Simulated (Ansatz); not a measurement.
# CH3ClNSi: the cost of one run

Program: Ansatz 0.2.0. Level of theory: RKS r2SCAN-D4/def2-SVP. These are calculated values, not measurements.

**1. Starting point**

Bond lengths: N1–C2 1.467 Å, C2–Si3 1.728 Å, Si3–Cl4 2.204 Å, N1–H5 1.018 Å, N1–H6 1.018 Å, Si3–H7 1.483 Å. Angles: N1–C2–Si3 120.1°, C2–N1–H5 115.2°, C2–N1–H6 107.7°, H5–N1–H6 107.7°, C2–Si3–Cl4 111.5°, C2–Si3–H7 155.2°, Cl4–Si3–H7 93.4°.

Structure file:

```xyz
7

N    -0.6396    1.5130    0.1559
C    -0.8064    0.0561    0.1145
Si    0.5804   -0.9753    0.1097
Cl    0.0035   -3.1017    0.1576
H     0.2336    1.8610   -0.2350
H    -1.4030    1.9267   -0.3764
H     2.0316   -1.2798    0.0736
```

**2. Relaxing end A**

The input, input.yaml:

```yaml
crystal:
  periodic: [false, false, false]
  atoms:
    - { symbol: "N", position_ang: [-0.63959, 1.51303, 0.15592] }
    - { symbol: C, position_ang: [-0.80643, 0.05612, 0.1145] }
    - { symbol: Si, position_ang: [0.58035, -0.9753, 0.10972] }
    - { symbol: Cl, position_ang: [0.00353, -3.10173, 0.15762] }
    - { symbol: H, position_ang: [0.23359, 1.86103, -0.23499] }
    - { symbol: H, position_ang: [-1.40302, 1.92667, -0.37639] }
    - { symbol: H, position_ang: [2.03158, -1.27983, 0.07362] }
total_charge: -1
basis:
  gaussian: { orbitals: def2-SVP }
hamiltonian:
  xc: r2scan
  dispersion: d4
relax:
  f_tol: 0.015
  max_steps: 40
```

Launch:

```sh
$ ansatz run input.yaml --threads 1 --pin off --max-ram 2048MiB --backend cpu --events-out ev --progress --plain --runs-dir out
```

**Question.** How long does this run take on 1 thread of Intel Xeon at 2.50GHz (Skylake/Cascade Lake), shared host, and how much memory does it need?

About 2.7 min, with a peak of 0.17 GiB.
